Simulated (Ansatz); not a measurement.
**NbAu2: a short trajectory by PAW and LAPW**

How do the atoms of NbAu2 move (30 steps of 2 fs at constant energy, with velocities drawn for 300 K), by PAW and LAPW? Both runs start alike, so that frozen cores can be judged against all electrons.

Method: DFT PBEsol, scalar-relativistic, in Ansatz 0.2.0.

## (1) The starting structure

The cell holds 3 atoms (Au2Nb): a = 4.610 Å, b = 4.610 Å, c = 2.720 Å, α = 90.00°, β = 90.00°, γ = 120.00°.

Structure file:

```cif
data_structure
_symmetry_space_group_name_H-M 'P 1'
_symmetry_Int_Tables_number 1
_cell_length_a 4.6100
_cell_length_b 4.6100
_cell_length_c 2.7200
_cell_angle_alpha 90.000
_cell_angle_beta 90.000
_cell_angle_gamma 120.000
_cell_volume 50.06
loop_
_atom_site_label
_atom_site_type_symbol
_atom_site_fract_x
_atom_site_fract_y
_atom_site_fract_z
_atom_site_occupancy
Nb1 Nb 0.00000 0.00000 0.00000 1
Au1 Au 0.33333 0.66667 0.50000 1
Au2 Au 0.66667 0.33333 0.50000 1
```

The geometry is a database entry used as it stands. It may stem from high pressure or temperature, or be incomplete, so it serves as a test cell.

## (2) Frozen-core PAW

Contents of input.yaml:

```yaml
crystal:
  lattice:
    - [4.61, 0.0, 0.0]
    - [-2.305, 3.9923771114, 0.0]
    - [0.0, 0.0, 2.72]
  atoms:
    - { symbol: Nb, position: [0.0, 0.0, 0.0] }
    - { symbol: Au, position: [0.3333333333, 0.6666666667, 0.5] }
    - { symbol: Au, position: [0.6666666667, 0.3333333333, 0.5] }
kpoints:
  mp_grid: { grid: [5, 5, 7] }
scf:
  occupations: { method: fermi_dirac, width: 0.08 }
hamiltonian:
  xc: pbesol
  pseudopotentials: { kind: paw }
output:
  forces: true
  stress: true
md:
  timestep: 2.0
  n_steps: 30
  ensemble: nve
  temperature: 300
  initial_velocities: maxwell_boltzmann
  seed: 142226
```

Run with:

```sh
> ansatz run input.yaml --threads 2 --pin off --max-ram 6144MiB --backend cpu --events-out ev --progress --plain --runs-dir out
```

## (6) Full-potential LAPW

Edit input.yaml of step 2 so:

```diff
@@ -15,3 +15,3 @@
   xc: pbesol
-  pseudopotentials: { kind: paw }
+  pseudopotentials: { kind: all_electron, lapw: { basis_error: 0.001 } }
 output:
```

(Steps that only read results are left out.)

**Question.** What will these runs give? Wanted: PAW: temperature, first and last step; PAW: temperature, second half; PAW: potential energy, second half; PAW: largest change of the total energy; PAW: mean square displacement, second half; LAPW: temperature, first and last step; LAPW: temperature, second half; LAPW: potential energy, second half; LAPW: largest change of the total energy.

**Answer**, as computed:

| quantity | value |
| --- | --- |
| PAW: length | 30 steps of 2 fs |
| PAW: temperature, first and last step | 300 and 117 K |
| PAW: temperature, second half | mean 154 K, from 117 to 211 K |
| PAW: potential energy, second half | +13 meV/atom from this run's first step |
| PAW: largest change of the total energy | 0.01 meV/atom |
| PAW: mean square displacement, second half | Nb 0.006, Au 0.005 Å² |
| LAPW: length | 30 steps of 2 fs |
| LAPW: temperature, first and last step | 300 and 117 K |
| LAPW: temperature, second half | mean 154 K, from 117 to 211 K |
| LAPW: potential energy, second half | +13 meV/atom from this run's first step |
| LAPW: largest change of the total energy | 0.01 meV/atom |
| LAPW: mean square displacement, second half | Nb 0.006, Au 0.005 Å² |

In words: The temperature starts at 300 K and averages 154 K in the second half, where it still falls, from 211 to 117 K. The total energy strays from its start by at most 0.01 meV/atom, under 0.1 % of the mean kinetic energy, so a step of 2 fs is short enough over this time. No atom gets farther than 0.10 Å from its start, with the drift of the whole removed, against a typical distance of 2.7 Å between sites at the start. From the same start the temperatures of the two runs stay within 0.1 K of each other. A run of 60 fs with 3 atoms shows the motion but fixes no equilibrium value. LAPW took about 13 times as long as PAW (10 min against 48 s, on a shared host and with the outputs that each input asks for).
